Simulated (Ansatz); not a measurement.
# revPBE/def2-SVP (core potential) run of SnF4 (SMILES [F][Sn]([F])([F])[F])

What is the vertical singlet–triplet gap of SnF4 at revPBE/def2-SVP (core potential)? 

Program for the calculation: Ansatz 0.2.0.

48 further runs of the same task are left out: 21 that didn't finish, 27 set aside as unsound or not needed. Runs told in other sessions of the task aren't counted.

### 1 Starting point

The species is SnF4 (5 atoms), meant as a singlet with charge 0. As SMILES, `[F][Sn]([F])([F])[F]`. The shape is that of a PBE0-D4/def2-TZVP optimisation.

Bond lengths: F1–Sn2 1.876 Å, Sn2–F3 1.876 Å, Sn2–F4 1.876 Å, Sn2–F5 1.876 Å. Angles: F1–Sn2–F3 109.5°, F1–Sn2–F4 109.5°, F1–Sn2–F5 109.5°, F3–Sn2–F4 109.5°, F3–Sn2–F5 109.5°, F4–Sn2–F5 109.5°.

### 2 The energy at revPBE/def2-SVP (core potential)

The input, molecule.yaml:

```yaml
basis:
  gaussian: {orbitals: def2-SVP}
crystal:
  periodic: [false, false, false]
  atoms:
    - {symbol: F, position_ang: [0.130300, -0.871400, 1.656700]}
    - {symbol: Sn, position_ang: [0.009900, -0.014700, -0.008300]}
    - {symbol: F, position_ang: [-1.285400, 1.340000, 0.078100]}
    - {symbol: F, position_ang: [-0.477600, -1.263800, -1.320800]}
    - {symbol: F, position_ang: [1.672500, 0.736200, -0.447200]}
total_charge: 0
hamiltonian: {xc: {name: revPBE}}
accuracy: high
output: {orbitals: {seedname: orbitals}}
```

Started as:

```bash
ansatz run molecule.yaml --threads 1 --pin off --max-ram 3480MiB --events-out events.jsonl --progress --plain --runs-dir runs
```

The log of the run:

```text
Warning: RAYON_NUM_THREADS=1 ignored (pool sized by the plan → 1); use --threads N
Functional definition: revPBE
  name "revPBE"
  parameter kappa = 1.245
  parameter beta = 0.06672455060314922
  exchange = pbe_x(kappa = kappa, mu = beta*pi^2/3)
  correlation = pbe_c(beta = beta)
1743 factors; integrals over basis functions are off by at most 3.2e-9 eV
mean field evaluation 1: about -16682.4178 eV, gradient 6.7e1 eV
mean field evaluation 2: about -16652.9213 eV, gradient 1.5e2 eV
mean field evaluation 4: about -16689.7902 eV, gradient 1.5e0 eV
mean field evaluation 8: about -16689.7870 eV, gradient 8.7e-2 eV
mean field evaluation 16: about -16689.7870 eV, gradient 3.6e-7 eV
mean field -16689.78704361 eV, -613.3383611087 hartree, gradient 9.2e-9 eV, S^2 0.000000; 0 other end points of the search recorded, 0 dependent functions left out
reference -16689.78704866 eV, -613.3383612943 hartree; 29, 29 occupied and 53, 53 virtual orbitals, 1743 factors
Total energy: -16689.78704866 eV, -613.3383612943 hartree
```

Run time: 6 s. Hardware: 1 thread of Arm Neoverse V1, shared host; peak memory 0.2 GiB.

### 3 The triplet

The input, run.yaml:

```yaml
crystal:
  periodic: [false, false, false]
  atoms:
    - {symbol: F, position_ang: [0.130300, -0.871400, 1.656700]}
    - {symbol: Sn, position_ang: [0.009900, -0.014700, -0.008300]}
    - {symbol: F, position_ang: [-1.285400, 1.340000, 0.078100]}
    - {symbol: F, position_ang: [-0.477600, -1.263800, -1.320800]}
    - {symbol: F, position_ang: [1.672500, 0.736200, -0.447200]}
basis:
  gaussian:
    orbitals: def2-SVP
magnetization:
  spin_polarized: true
  initial_magnetization: 2
hamiltonian:
  xc: {name: revPBE}
accuracy: high
output: {orbitals: {seedname: orbitals}}
```

Started as:

```bash
ansatz run run.yaml --threads 1 --pin off --max-ram 3480MiB --events-out events.jsonl --progress --plain --runs-dir runs
```

The log of the run, cut to the lines that bear on the results:

```text
Warning: RAYON_NUM_THREADS=1 ignored (pool sized by the plan → 1); use --threads N
[... 2 set-up lines as earlier in the session ...]
[...]
1743 factors; integrals over basis functions are off by at most 3.2e-9 eV
[...]
mean field -16684.29393925 eV, -613.1364932467 hartree, gradient 2.2e-8 eV, S^2 2.001637; 10 other end points of the search recorded, 0 dependent functions left out
reference -16684.29394416 eV, -613.1364934273 hartree; 30, 28 occupied and 52, 54 virtual orbitals, 1743 factors
Total energy: -16684.29394416 eV, -613.1364934273 hartree
```

Run time: 57 s. Hardware: 1 thread of Arm Neoverse V1, shared host; peak memory 0.27 GiB.

### 4 Results

At revPBE/def2-SVP (core potential):

| quantity | value |
| --- | --- |
| singlet: total energy | -613.33836 Eh |
| singlet: HOMO energy | -9.72 eV |
| singlet: LUMO energy | -4.20 eV |
| singlet: HOMO–LUMO gap | 5.52 eV |
| triplet: total energy | -613.13649 Eh |
| triplet: HOMO energy (highest over α and β) | -4.29 eV |
| triplet: ⟨S²⟩ | 2.002 |
| vertical energy of the triplet above the singlet | 5.493 eV |

In words: At this shape the triplet lies 5.49 eV (530 kJ/mol) above the singlet.
